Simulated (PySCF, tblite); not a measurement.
**C5H10N2OSi: geometry, infrared bands and NMR shifts**

What infrared bands and NMR shifts should C5H10N2OSi (`CC(=O)N(C)[SiH2]CC#N`) show?

Programs: tblite 0.8.0 and PySCF 2.14.0, with density-fitted response routines of our own. Each step states its level of theory. These are calculated values for one molecule in the gas phase, unless marked as measured. Atoms count from 0, in the outputs and in this text.

## (1) Starting geometry

19 atoms, charge 0, multiplicity 1; geometry from: force field or distance geometry start.

Bonds of the start (Å): C0–C1 1.47, C1–O2 1.29, C1–N3 1.43, N3–C4 1.46, N3–Si5 1.81, Si5–C6 1.87, C6–C7 1.44, C7–N8 1.17, C0–H9 1.11, C0–H10 1.11, C0–H11 1.14, C4–H12 1.09, C4–H13 1.12, C4–H14 1.10, Si5–H15 1.48, Si5–H16 1.47, C6–H17 1.11, C6–H18 1.12.

## (2) Geometry optimisation with GFN2-xTB

The job: settings as JSON, then the geometry in Å.

```
{"job": {"kind": "relax", "xc": "GFN2-xTB", "basis": "xTB"}, "charge": 0, "multiplicity": 1}
C     -2.607900     0.984900    -0.533100
C     -1.387800     0.779300     0.261900
O     -1.067500     1.533100     1.252300
N     -0.462300    -0.276900     0.004500
C     -0.680100    -1.245500    -1.072800
Si     1.000000    -0.432600     1.067000
C      2.409500     0.563300     0.341200
C      3.124600    -0.247300    -0.612300
N      3.693800    -0.907600    -1.394500
H     -3.001200     0.070300    -1.015200
H     -2.490200     1.798000    -1.283600
H     -3.417600     1.350300     0.175100
H     -1.296300    -0.830000    -1.873800
H     -1.299200    -2.054000    -0.601600
H      0.265400    -1.711900    -1.397700
H      0.711100     0.166700     2.394400
H      1.370900    -1.840400     1.284300
H      3.097200     0.822300     1.171900
H      2.027700     1.487100    -0.160300
```

Run with:

```
$ OMP_NUM_THREADS=1 python probes_run.py task.json out
```

One launch serves the whole session: the jobs run in the order shown.

The program printed:

```text
step      E/eV     max force
  0    -746.17487    4.827
  1    -746.28957    9.639
  2    -746.46532    5.234
  3    -746.58619    3.259
  4    -746.69796    0.734
  5    -746.72500    0.527
  6    -746.75048    0.728
  7    -746.77274    0.449
  8    -746.78539    0.279
  9    -746.80599    0.426
 10    -746.82022    0.445
 11    -746.83058    0.299
 12    -746.83731    0.214
 13    -746.84226    0.180
 14    -746.84573    0.209
 15    -746.84858    0.146
 16    -746.85186    0.189
 17    -746.85611    0.253
 18    -746.86064    0.226
 19    -746.86479    0.194
 20    -746.86883    0.153
 21    -746.87349    0.279
 22    -746.87908    0.289
 23    -746.88508    0.190
 24    -746.89071    0.144
 25    -746.89564    0.189
 26    -746.89961    0.181
 27    -746.90265    0.121
 28    -746.90520    0.122
 29    -746.90766    0.155
 30    -746.91018    0.189
 31    -746.91265    0.145
 32    -746.91505    0.114
 33    -746.91763    0.123
 34    -746.92051    0.152
 35    -746.92336    0.151
 36    -746.92590    0.123
 37    -746.92838    0.131
 38    -746.93089    0.147
 39    -746.93341    0.135
 40    -746.93595    0.157
 41    -746.93874    0.152
 42    -746.94159    0.148
 43    -746.94428    0.110
 44    -746.94643    0.101
 45    -746.94806    0.107
 46    -746.94978    0.122
 47    -746.95213    0.153
 48    -746.95549    0.205
 49    -746.96024    0.214
 50    -746.96564    0.196
 51    -746.97115    0.201
 52    -746.97643    0.201
 53    -746.98284    0.205
 54    -746.98831    0.224
 55    -746.99589    0.250
 56    -747.00206    0.196
 57    -747.00690    0.176
 58    -747.01091    0.171
 59    -747.01427    0.180
 60    -747.01808    0.181
 61    -747.02261    0.307
 62    -747.02717    0.158
 63    -747.02980    0.214
 64    -747.03230    0.141
 65    -747.03432    0.117
 66    -747.03586    0.104
 67    -747.03738    0.080
 68    -747.03873    0.074
 69    -747.03938    0.065
 70    -747.04042    0.068
 71    -747.04126    0.069
 72    -747.04202    0.052
 73    -747.04260    0.054
 74    -747.04307    0.056
 75    -747.04342    0.064
 76    -747.04370    0.046
 77    -747.04393    0.038
 78    -747.04415    0.032
 79    -747.04431    0.029
 80    -747.04457    0.036
 81    -747.04481    0.041
 82    -747.04505    0.040
 83    -747.04522    0.025
 84    -747.04536    0.023
 85    -747.04548    0.027
 86    -747.04564    0.027
 87    -747.04586    0.031
 88    -747.04621    0.039
 89    -747.04669    0.053
 90    -747.04728    0.064
 91    -747.04797    0.072
 92    -747.04881    0.067
 93    -747.04967    0.083
 94    -747.05030    0.074
 95    -747.05069    0.093
 96    -747.05099    0.042
 97    -747.05126    0.105
 98    -747.05163    0.041
 99    -747.05220    0.048
100    -747.05285    0.058
101    -747.05363    0.064
102    -747.05457    0.070
103    -747.05555    0.080
104    -747.05555    0.339
105    -747.05695    0.118
106    -747.05759    0.063
107    -747.05820    0.063
108    -747.05866    0.058
109    -747.05904    0.077
110    -747.05990    0.174
111    -747.06089    0.158
112    -747.06207    0.150
113    -747.06278    0.138
114    -747.06299    0.201
115    -747.06380    0.043
116    -747.06410    0.038
117    -747.06461    0.041
118    -747.06488    0.042
119    -747.06547    0.068
120    -747.06583    0.054
121    -747.06627    0.050
122    -747.06676    0.051
123    -747.06731    0.053
124    -747.06784    0.044
125    -747.06809    0.189
126    -747.06852    0.076
127    -747.06881    0.040
128    -747.06938    0.095
129    -747.06993    0.150
130    -747.07105    0.181
131    -747.07213    0.115
132    -747.07299    0.172
133    -747.07292    0.303
134    -747.07376    0.058
135    -747.07408    0.081
136    -747.07466    0.126
137    -747.07507    0.073
138    -747.07570    0.066
139    -747.07651    0.086
140    -747.07756    0.112
141    -747.07632    0.494
142    -747.07868    0.079
143    -747.07898    0.039
144    -747.07934    0.100
145    -747.07949    0.092
146    -747.08007    0.051
147    -747.08035    0.048
148    -747.08074    0.049
149    -747.08104    0.060
150    -747.08134    0.048
151    -747.08159    0.033
152    -747.08176    0.050
153    -747.08188    0.031
154    -747.08196    0.016
155    -747.08203    0.015
156    -747.08208    0.016
157    -747.08215    0.024
158    -747.08222    0.030
159    -747.08229    0.029
160    -747.08236    0.025
161    -747.08243    0.016
162    -747.08249    0.019
163    -747.08256    0.040
164    -747.08261    0.038
165    -747.08265    0.049
166    -747.08269    0.039
167    -747.08273    0.036
168    -747.08280    0.030
169    -747.08291    0.035
170    -747.08307    0.031
171    -747.08329    0.032
172    -747.08351    0.025
173    -747.08369    0.022
174    -747.08382    0.020
175    -747.08389    0.017
176    -747.08393    0.013
177    -747.08395    0.009
```

Wall time 3.9 s (1 thread of AMD EPYC, shared host); peak memory 0.18 GiB.

Step by step: (not every step is listed)

| step | energy from step 0 (eV) | largest force (eV/Å) |
| --- | --- | --- |
| 0 | 0.0000 | 4.8266 |
| 1 | -0.1147 | 9.6394 |
| 2 | -0.2904 | 5.2345 |
| 3 | -0.4113 | 3.2593 |
| 4 | -0.5231 | 0.7340 |
| 5 | -0.5501 | 0.5273 |
| 6 | -0.5756 | 0.7284 |
| 7 | -0.5979 | 0.4487 |
| 8 | -0.6105 | 0.2785 |
| 24 | -0.7158 | 0.1437 |
| 40 | -0.7611 | 0.1573 |
| 56 | -0.8272 | 0.1962 |
| 72 | -0.8671 | 0.0517 |
| 88 | -0.8713 | 0.0389 |
| 104 | -0.8807 | 0.3391 |
| 120 | -0.8910 | 0.0545 |
| 136 | -0.8998 | 0.1262 |
| 152 | -0.9069 | 0.0502 |
| 168 | -0.9079 | 0.0299 |
| 172 | -0.9086 | 0.0246 |
| 173 | -0.9088 | 0.0220 |
| 174 | -0.9089 | 0.0196 |
| 175 | -0.9090 | 0.0169 |
| 176 | -0.9091 | 0.0133 |
| 177 | -0.9091 | 0.0095 |

Close pairs (by a distance rule), those that changed most:

| bond | before (Å) | after (Å) | change (Å) |
| --- | --- | --- | --- |
| C1–N3 | 1.428 | 1.335 | -0.093 |
| C1–O2 | 1.285 | 1.233 | -0.052 |
| C0–H11 | 1.136 | 1.086 | -0.050 |
| Si5–C6 | 1.872 | 1.921 | +0.049 |
| N3–Si5 | 1.814 | 1.775 | -0.039 |
| Si5–H15 | 1.485 | 1.452 | -0.033 |
| C4–H13 | 1.122 | 1.092 | -0.030 |
| C6–H18 | 1.118 | 1.089 | -0.030 |

The end geometry stands in the next job.

## (3) Vibrational analysis with GFN2-xTB

The job: settings as JSON, then the geometry in Å.

```
{"job": {"kind": "ir", "xc": "GFN2-xTB", "basis": "xTB"}, "charge": 0, "multiplicity": 1}
C     -2.053927     1.031935    -0.814946
C     -0.959663     0.639324     0.121727
O     -0.459762     1.395624     0.957406
N     -0.435904    -0.588241     0.099239
C     -0.835702    -1.627946    -0.808527
Si     0.903501    -0.529247     1.262208
C      2.274187     0.639607     0.595327
C      2.068043     0.821545    -0.803765
N      1.851150     0.931284    -1.923046
H     -2.906176     0.363986    -0.704938
H     -1.688669     0.958638    -1.838096
H     -2.358341     2.054466    -0.611356
H     -0.620154    -1.343448    -1.841363
H     -1.903552    -1.837551    -0.714246
H     -0.277930    -2.529338    -0.568942
H      0.501921    -0.290445     2.636725
H      1.410021    -1.906949     1.113606
H      3.262947     0.215848     0.765421
H      2.218206     1.610159     1.085271
```

The program printed:

```text
mode    cm-1     km/mol
  1      30.1      3.60
  2      56.4      8.03
  3     108.3      0.83
  4     119.7      0.15
  5     143.5      1.89
  6     154.6     52.01
  7     172.0      1.56
  8     218.0      9.35
  9     263.5      9.12
 10     291.6      0.83
 11     378.4      3.42
 12     396.0     25.44
 13     469.7      2.61
 14     524.5     31.44
 15     535.8     15.56
 16     568.5     21.55
 17     617.9     65.40
 18     657.1     30.12
 19     718.0      4.61
 20     752.4    151.78
 21     784.1    221.04
 22     833.4    188.52
 23     911.6     25.01
 24    1004.1     13.16
 25    1005.4     21.16
 26    1016.5     13.11
 27    1071.6      1.25
 28    1099.9      0.78
 29    1125.9     25.99
 30    1173.1     95.53
 31    1239.8    100.29
 32    1369.0     20.12
 33    1403.8     15.88
 34    1406.3     19.55
 35    1444.0     13.73
 36    1454.2      6.29
 37    1466.7    195.14
 38    1477.6     12.18
 39    1481.9     83.51
 40    1632.8    399.11
 41    2183.2    347.42
 42    2372.2    266.85
 43    2396.2    236.00
 44    2957.4     24.76
 45    2972.8     28.15
 46    2996.0     16.41
 47    3007.1      3.98
 48    3017.0      8.62
 49    3023.4      6.00
 50    3042.4     11.73
 51    3062.7      6.41
```

Wall time 2.2 s (1 thread of AMD EPYC, shared host); peak memory 0.18 GiB.

The strongest bands and the atoms that carry them (share of the mass-weighted mode):

| cm⁻¹ | km/mol | atoms |
| --- | --- | --- |
| 752 | 151.8 | H18 23 %, C6 22 %, Si5 18 %, H16 13 % |
| 784 | 221.0 | H16 34 %, H17 17 %, C6 16 %, H18 11 % |
| 833 | 188.5 | H15 49 %, H16 44 % |
| 1467 | 195.1 | C1 33 %, N3 30 %, H12 11 % |
| 1633 | 399.1 | C1 63 %, O2 32 % |
| 2183 | 347.4 | H16 96 % |
| 2372 | 266.9 | H15 96 % |
| 2396 | 236.0 | C7 60 %, N8 39 % |

## (4) Nuclear shieldings: PBE0/pcSseg-1

Same as in step 3 but for these lines:

```diff
@@ -1,2 +1,2 @@
-{"job": {"kind": "ir", "xc": "GFN2-xTB", "basis": "xTB"}, "charge": 0, "multiplicity": 1}
+{"job": {"kind": "nmr", "xc": "PBE0", "basis": "pcSseg-1"}, "charge": 0, "multiplicity": 1}
 C     -2.053927     1.031935    -0.814946
```

Method: GIAO PBE0/pcSseg-1 NMR shielding, non-relativistic, gas phase.

The program printed:

```text
coarse grid: 16464 points
cycle   1  E = -669.9653815267  dE =  1.319e+00  |g| = 8.753e-01  |ddm| = 3.955e+00
cycle   2  E = -669.4729366405  dE =  4.924e-01  |g| = 1.791e+00  |ddm| = 2.288e+00
cycle   3  E = -670.1117845367  dE = -6.388e-01  |g| = 2.275e-01  |ddm| = 1.721e+00
cycle   4  E = -670.1218934740  dE = -1.011e-02  |g| = 8.617e-02  |ddm| = 2.273e-01
cycle   5  E = -670.1231711007  dE = -1.278e-03  |g| = 3.364e-02  |ddm| = 6.988e-02
cycle   6  E = -670.1233901338  dE = -2.190e-04  |g| = 1.200e-02  |ddm| = 2.817e-02
cycle   7  E = -670.1234169091  dE = -2.678e-05  |g| = 4.087e-03  |ddm| = 1.014e-02
cycle   8  E = -670.1234203499  dE = -3.441e-06  |g| = 5.285e-04  |ddm| = 3.053e-03
final grid: 154880 points
cycle   9  E = -670.1827177823  dE = -2.460e-05  |g| = 1.265e-02  |ddm| = 3.008e-02
cycle  10  E = -670.1826398918  dE =  7.789e-05  |g| = 2.382e-02  |ddm| = 2.590e-02
cycle  11  E = -670.1827487498  dE = -1.089e-04  |g| = 2.904e-03  |ddm| = 1.856e-02
cycle  12  E = -670.1827505506  dE = -1.801e-06  |g| = 3.038e-04  |ddm| = 2.308e-03
cycle  13  E = -670.1827505573  dE = -6.685e-09  |g| = 2.539e-04  |ddm| = 3.815e-04
cycle  14  E = -670.1827505700  dE = -1.274e-08  |g| = 6.480e-05  |ddm| = 1.998e-04
cycle  15  E = -670.1827505709  dE = -8.567e-10  |g| = 1.975e-05  |ddm| = 5.742e-05
converged SCF energy = -670.1827505709

GIAO shielding tensors (ppm)
atom      isotropic    diamagn.    paramagn.     s11        s22        s33       span
  0 C      167.068     252.103     -85.036    155.008    156.693    189.502     34.494
  1 C        0.910     255.631    -254.721    -63.828    -33.249     99.806    163.634
  2 O      -99.011     407.970    -506.981   -316.772   -189.480    209.221    525.993
  3 N      132.648     338.822    -206.174     23.111    154.603    220.231    197.121
  4 C      154.596     246.806     -92.210    137.199    143.357    183.230     46.031
  5 Si     396.407     882.414    -486.007    349.159    388.377    451.684    102.525
  6 C      186.048     258.050     -72.002    171.411    185.234    201.499     30.088
  7 C       63.370     264.613    -201.242    -53.504    -46.107    289.722    343.226
  8 N      -24.558     342.432    -366.990   -196.020   -181.555    303.901    499.920
  9 H       29.601      30.101      -0.501     25.317     28.833     34.652      9.335
 10 H       29.272      31.703      -2.431     25.678     28.561     33.579      7.900
 11 H       29.437      29.219       0.219     25.048     27.802     35.462     10.413
 12 H       28.498      32.253      -3.755     24.384     27.019     34.091      9.707
 13 H       28.835      30.662      -1.827     24.586     26.861     35.058     10.472
 14 H       28.667      31.164      -2.497     23.678     27.934     34.388     10.710
 15 H       26.665      30.666      -4.001     23.389     24.128     32.476      9.087
 16 H       27.389      32.016      -4.627     23.864     26.215     32.090      8.226
 17 H       30.319      28.112       2.207     25.442     27.506     38.009     12.567
 18 H       29.479      30.497      -1.017     25.782     26.381     36.275     10.493
```

Run time: 2 min. Hardware: 1 thread of AMD EPYC, shared host; peak memory 1 GiB.

The references, computed at this level on geometries of the same kind, shield at (ppm): ¹H TMS 31.72, ¹³C TMS 186.9, ²⁹Si TMS 349.2, ¹⁵N NH3 267.7, ¹⁷O H2O 336.1. Their shielding less the atom's gives the shift. The references are single molecules in the gas phase, so shifts against H2O, NH3, PH3, H3PO4 or CFCl3 are not on the usual liquid scales and can be off by tens of ppm. Atoms listed in one row are averaged.

| atoms | environment | σ (ppm) | δ (ppm) | δ scaled to CDCl3 |
| --- | --- | --- | --- | --- |
| C1 | amide carbonyl carbon | 0.9 | 186.0 | 179.6 |
| C7 | nitrile carbon | 63.4 | 123.6 | 118.7 |
| C4 | methyl carbon bonded to N | 154.6 | 32.3 | 29.6 |
| C0 | methyl carbon α to a carbonyl | 167.1 | 19.9 | 17.5 |
| C6 | sp3 CH2 bonded to Si, α to a nitrile | 186.0 | 0.9 | -1.1 |
| H15, H16 | hydrogen on a silicon bonded to C, N | 27.03 | 4.69 | – |
| H12, H13, H14 | hydrogen on a methyl carbon bonded to N | 28.67 | 3.05 | 2.98 |
| H9, H10, H11 | hydrogen on a methyl carbon α to a carbonyl | 29.44 | 2.28 | 2.25 |
| H17, H18 | hydrogen on an sp3 CH2 bonded to Si, α to a nitrile | 29.90 | 1.82 | 1.82 |
| O2 | amide-type carbonyl oxygen | -99.0 | 435.1 | – |
| N8 | nitrile nitrogen | -24.6 | 292.3 | – |
| N3 | amide-type nitrogen | 132.6 | 135.1 | – |
| Si5 | silicon bonded to C, N, 2 H | 396.4 | -47.2 | – |

The scaled column applies a straight-line fit of computed shieldings to shifts measured in CDCl3 (root-mean-square error 0.16 ppm for H, 1.9 ppm for C).

The run also stored atomic charges by several schemes (e):

| atoms | Mulliken | IAO | Hirshfeld | ESP fit |
| --- | --- | --- | --- | --- |
| C0 | -0.23 | -0.47 | -0.11 | -0.60 |
| C1 | 0.42 | 0.44 | 0.18 | 0.69 |
| O2 | -0.50 | -0.52 | -0.25 | -0.57 |
| N3 | -0.79 | -0.43 | -0.13 | -0.25 |
| C4 | -0.05 | -0.31 | -0.06 | -0.44 |
| Si5 | 0.84 | 0.91 | 0.37 | 0.65 |
| C6 | -0.49 | -0.59 | -0.14 | -0.45 |
| C7 | 0.04 | 0.15 | 0.08 | 0.42 |
| N8 | -0.27 | -0.29 | -0.25 | -0.52 |

Mayer bond orders: C0–C1 1.04, C1–O2 1.69, C1–N3 1.17, N3–C4 0.92, N3–Si5 0.81, Si5–C6 0.81, C6–C7 1.06, C7–N8 3.02.

The fields below are evaluated on a grid from the run's orbitals.

Frontier orbitals at PBE0/pcSseg-1, with the share of their density that lies nearest to each atom:

| orbital | energy (eV) | lies on |
| --- | --- | --- |
| HOMO | -7.73 | N3 46 %; O2 29 %; H12 7 % |
| LUMO | 0.01 | C1 37 %; O2 18 %; N3 9 % |

ELF in a plane through or near 8 of the atoms.

Values, 10 rows by 14 columns:
```
0.00 0.00 0.00 0.00 0.00 0.00 0.00 0.00 0.00 0.00 0.00 0.00 0.00 0.00
0.00 0.00 0.00 0.00 0.00 0.00 0.00 0.00 0.00 0.00 0.00 0.00 0.00 0.00
0.00 0.00 0.00 0.04 0.95 1.00 0.07 0.86 0.35 0.33 0.20 0.00 0.00 0.00
0.00 0.00 0.00 0.05 0.98 1.00 0.39 0.22 0.53 1.00 0.98 0.01 0.00 0.00
0.00 0.00 0.04 0.07 0.29 0.10 0.45 0.35 0.59 0.28 0.02 0.00 0.00 0.00
0.00 0.00 0.46 0.70 0.65 0.88 0.15 0.72 0.52 0.55 0.99 0.94 0.01 0.00
0.00 0.00 0.03 0.79 1.00 0.23 0.34 0.67 0.75 0.24 0.60 0.19 0.00 0.00
0.00 0.00 0.00 0.41 0.87 0.01 0.12 0.23 0.06 0.99 0.97 0.05 0.00 0.00
0.00 0.00 0.00 0.00 0.00 0.00 0.00 0.00 0.00 0.21 0.06 0.00 0.00 0.00
0.00 0.00 0.00 0.00 0.00 0.00 0.00 0.00 0.00 0.00 0.00 0.00 0.00 0.00
```
The map spans 11.9 Å across and 10.2 Å up, centred on the molecule. Atoms in the plane (x, y in Å): C0 (2.1, -1.1), C1 (0.8, -0.6), N3 (0.3, 0.6), H9 (2.9, -0.5), H11 (2.3, -2.1), H13 (2.1, 1.8), H16 (-1.7, 2.0), H18 (-2.6, -1.5).

On the surface of density 0.002 e/bohr³ the electrostatic potential runs, from the 1st to the 99th percentile, from -1.79 V near N8 to 1.28 V near H15.

## (5) Results

```
                                                              quantity                              value
                             strongest single infrared mode (GFN2-xTB)              1633 cm⁻¹, 399 km/mol
                                          zero-point energy (GFN2-xTB)                      89.5 kcal/mol
                                ¹³C shifts against TMS (PBE0/pcSseg-1)  186.0, 123.6, 32.3, 19.9, 0.9 ppm
¹H shifts against TMS (PBE0/pcSseg-1, means over atoms taken as alike)         4.69, 3.05, 2.28, 1.82 ppm
                                ¹⁷O shifts against H2O (PBE0/pcSseg-1)                          435.1 ppm
                                ¹⁵N shifts against NH3 (PBE0/pcSseg-1)                   292.3, 135.1 ppm
                               ²⁹Si shifts against TMS (PBE0/pcSseg-1)                          -47.2 ppm
                                 surface potential, 1st and 99th percentile                 -1.79 V and 1.28 V
```

Relaxing lowered the energy by 0.909 eV in 177 steps; the close pair that moved most is C1–N3, from 1.428 to 1.335 Å. All 51 modes are real, so the xTB geometry is a minimum. The strongest single mode, at 1633 cm⁻¹, moves mainly C1 and O2. Unscaled tight-binding wavenumbers are off by several per cent, some by more. Its intensities can rank the bands wrongly. At PBE0/pcSseg-1: The widest tensor belongs to O2: span 526 ppm, with a paramagnetic part of -507 ppm.
